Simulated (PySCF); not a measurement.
# C2H8OSi2Te: the cost of one run

Computed with PySCF 2.14.0 and routines of our own; the level stands in each step. Atoms count from 0.

### Step 1. The starting structure

14 atoms, charge 0, multiplicity 1; geometry from: GFN2-xTB.

### Step 2. Optimising the geometry at PBE0-D3(BJ)/def2-SVP

Job settings and geometry (Å):

```
{"job": {"xc": "PBE0", "basis": "def2-SVP", "d3": "d3bj", "grid": 1, "maxiter": 30, "shake": 0.01, "kind": "geom"}, "charge": 0, "multiplicity": 1}
C     -3.128610    -0.183190     0.421030
C     -2.569580     0.902020    -0.100830
O     -1.274720     1.048930    -0.363290
Si     0.011780     0.031940    -0.059410
Te     1.790610     1.406240    -1.001190
Si     3.540280    -0.317400    -0.654970
H     -2.579180    -1.037230     0.684690
H     -4.193780    -0.171200     0.577260
H     -3.124180     1.799950    -0.352580
H     -0.226990    -1.255380    -0.718980
H      0.056830    -0.246850     1.387610
H      4.376620    -0.036490     0.523410
H      4.388830    -0.319920    -1.828650
H      2.924930    -1.636510    -0.471970
```

Run with:

```console
> OMP_NUM_THREADS=1 python heavy_run.py task.json out
```

This one command runs all jobs of the session in turn.

**Question.** How long does this first job take on 1 thread of Arm Neoverse V2, shared host, and how much memory does it need?

About 62 s, with a peak of 0.57 GiB.
